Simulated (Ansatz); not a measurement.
**GePHCl+ (triplet): from Hartree-Fock to the top rungs, cc-pVDZ**

An exercise on one series of results from a longer session: the logs are not shown, and one member is left open.

The runs use Ansatz 0.2.0, Gaussian basis; cc-pVDZ, core rule «outside noble gas», up to 24 orbitals frozen.

Plan: UHF; CCSD(T) on ROHF; CCSD(T) on UHF; BCCD(T) on ROHF; CISD as a restricted active space (open shells left free, so some higher excitations enter); CCSDT(Q) on ROHF; CCSDT(Q) on UHF.

30 further runs of the same task are left out: 6 for a known fault of the program, 13 that didn't finish, 11 set aside as unsound or not needed. Runs told in other sessions of the task aren't counted.

### The geometry

The geometry is a PBE0/def2-TZVP stationary point (not a proven minimum) of the parent state, kept for this charge and spin. No spin-orbit coupling is included. The filled d shell of Ge may be among the frozen orbitals whatever the setting's name suggests.

4 atoms, charge 1, spin multiplicity 3.

Atoms are counted from 1 here; the program's logs count them from 0.

Bond lengths: Cl1–Ge2 2.178 Å, Ge2–P3 2.397 Å, P3–H4 1.428 Å. Angles: Cl1–Ge2–P3 108.9°, Ge2–P3–H4 97.2°.

Set-up of the first run:

File in.yaml:

```yaml
crystal:
  periodic: [false, false, false]
  atoms:
    - {symbol: Cl, position_ang: [0.015099, -0.724902, 1.732758]}
    - {symbol: Ge, position_ang: [0.010213, 0.638031, 0.033528]}
    - {symbol: P, position_ang: [-0.084120, -0.645378, -1.988387]}
    - {symbol: H, position_ang: [1.317890, -0.651656, -2.261202]}
basis:
  gaussian: {orbitals: cc-pVDZ}
total_charge: 1
magnetization: {spin_polarized: true, initial_magnetization: 2}
hamiltonian: {xc: hf}
output: {orbitals: {seedname: orbitals}}
```

On the command line:

```console
> ansatz run in.yaml --threads 1 --pin off --events-out ev --progress --plain --max-ram 2393MiB
```

Steps of the session up to this table: UHF; CCSD(T) on ROHF; CCSD(T) on UHF; BCCD(T) on ROHF; CISD as a restricted active space (open shells left free, so some higher excitations enter); CCSDT(Q) on ROHF; CCSDT(Q) on UHF.

One table of the session follows, with a row left open; its other results are not shown here.

It belongs to the step «Misses and costs». 

```
   method  from UCCSDT(Q) (meV)
     ROHF               +9574.3
      UHF               +9234.4
     RMP2               +1492.3
     UMP2               +1569.7
     CISD               +1474.6
    RCCSD                +398.0
    UCCSD                +386.4
 RCCSD(T)                 +76.9
 UCCSD(T)                 +78.0
  BCCD(T)                 +76.1
   RCCSDT                     ?
   UCCSDT                 +28.4
RCCSDT(Q)                  +8.5
UCCSDT(Q)                     0
```

Estimate the missing values for RCCSDT.

As computed: from UCCSDT(Q) (meV): +31.1. In the column «from UCCSDT(Q) (meV)» it lies between UCCSDT (+28.4) and BCCD(T) (+76.1).

To keep in mind: Restricted and unrestricted rows rest on different reference determinants; a gap between their highest levels can come from leftover correlation error, from unlike frozen cores or from another state.
